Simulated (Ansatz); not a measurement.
# Ti3Tl, space group I4/mmm: a charge-density difference against the sublattices

With the Ansatz DFT code, driven from Python.

At the Python prompt:
```pycon
>>> import warnings
>>> import ansatz
>>> import numpy as np
>>> OCCUPATIONS = "fermi_dirac"
>>> ECUT = 460
>>> MESH = (8, 8, 8)
>>> VECTORS = np.array([
...     [-2.025754, 2.025754, 4.427737],
...     [2.025754, -2.025754, 4.427737],
...     [2.025754, 2.025754, -4.427737],
... ])
>>> SITES = [
...     ("Ti", (0.75, 0.25, 0.5)),
...     ("Ti", (0.25, 0.75, 0.5)),
...     ("Ti", (0.5, 0.5, 0.0)),
...     ("Tl", (0.0, 0.0, 0.0)),
... ]
>>> def crystal_on(cell):
...     crystal = ansatz.Crystal(lattice=ansatz.Lattice.of(cell))
...     for symbol, position in SITES:
...         crystal = crystal.atom(symbol, position)
...     return crystal
...
>>> warnings.simplefilter("ignore", ansatz.DeckWarning)
>>> def solve(crystal):
...     return (
...         crystal.calculation()
...         .functional(ansatz.Functional.PBESOL)
...         .occupations(OCCUPATIONS)
...         .basis(ECUT, grid_basis="typed")
...         .kpoints(*MESH)
...         .density()
...         .run(threads=1)
...     )
...
>>> whole = solve(crystal_on(VECTORS))
>>> difference = whole.density().channels[0].density_e_per_ang3.copy()
>>> binding = whole.report["free_energy_ev"]
>>> for element in ["Ti", "Tl"]:
...     part = ansatz.Crystal(lattice=ansatz.Lattice.of(VECTORS))
...     for symbol, position in SITES:
...         if symbol == element:
...             part = part.atom(symbol, position)
...     alone = solve(part)
...     difference -= alone.density().channels[0].density_e_per_ang3
...     binding -= alone.report["free_energy_ev"]
...     print(f"{element} sublattice: {alone.report['n_electrons']:g} electrons, {alone.report['n_iterations']} iterations")
...
Ti sublattice: 36 electrons, 6 iterations
Tl sublattice: 13 electrons, 6 iterations
>>> voxel = abs(np.linalg.det(VECTORS)) / difference.size
>>> print(f"energy of the crystal less its unpolarised sublattices: {binding / len(SITES):.4f} eV/atom")
energy of the crystal less its unpolarised sublattices: -1.0605 eV/atom
>>> print(f"net charge of the difference {difference.sum() * voxel:.5f} e, charge rearranged {0.5 * np.abs(difference).sum() * voxel:.3f} e")
net charge of the difference 0.00000 e, charge rearranged 0.588 e
>>> print(f"extremes {difference.min():.4f} and {difference.max():.4f} e/A^3")
extremes -0.1033 and 0.1055 e/A^3
>>> for (symbol, position) in SITES:
...     index = tuple(int(round(p * n)) % n for p, n in zip(position, difference.shape))
...     print(f"  change of the pseudo-density at the grid point nearest {symbol}: {difference[index]:+.4f} e/A^3")
...
  change of the pseudo-density at the grid point nearest Ti: -0.0346 e/A^3
  change of the pseudo-density at the grid point nearest Ti: -0.0346 e/A^3
  change of the pseudo-density at the grid point nearest Ti: -0.0325 e/A^3
  change of the pseudo-density at the grid point nearest Tl: +0.0708 e/A^3
```

Notes:
- Spin is left out of this run.
- For a metal this k-point mesh is coarse: on a finer one energies can move by several to tens of meV an atom and pressures by half a GPa or more, differences at one mesh by less.
- Spin-orbit coupling, which matters for elements this heavy, is left out.
- Grid values close to the nuclei reflect the PAW or pseudopotential construction, not the all-electron fields.
- This cell is a computed structure, which may not be the phase found in nature.
- Charge moved counts every rearrangement, bonding and polarisation too, and is no transfer between atoms; the bare sublattices are artificial references. Values near the nuclei depend on the potentials.
- Wall time of the script: 15 s on 1 thread of Arm Neoverse V2 (shared host), peak memory 0.47 GiB.
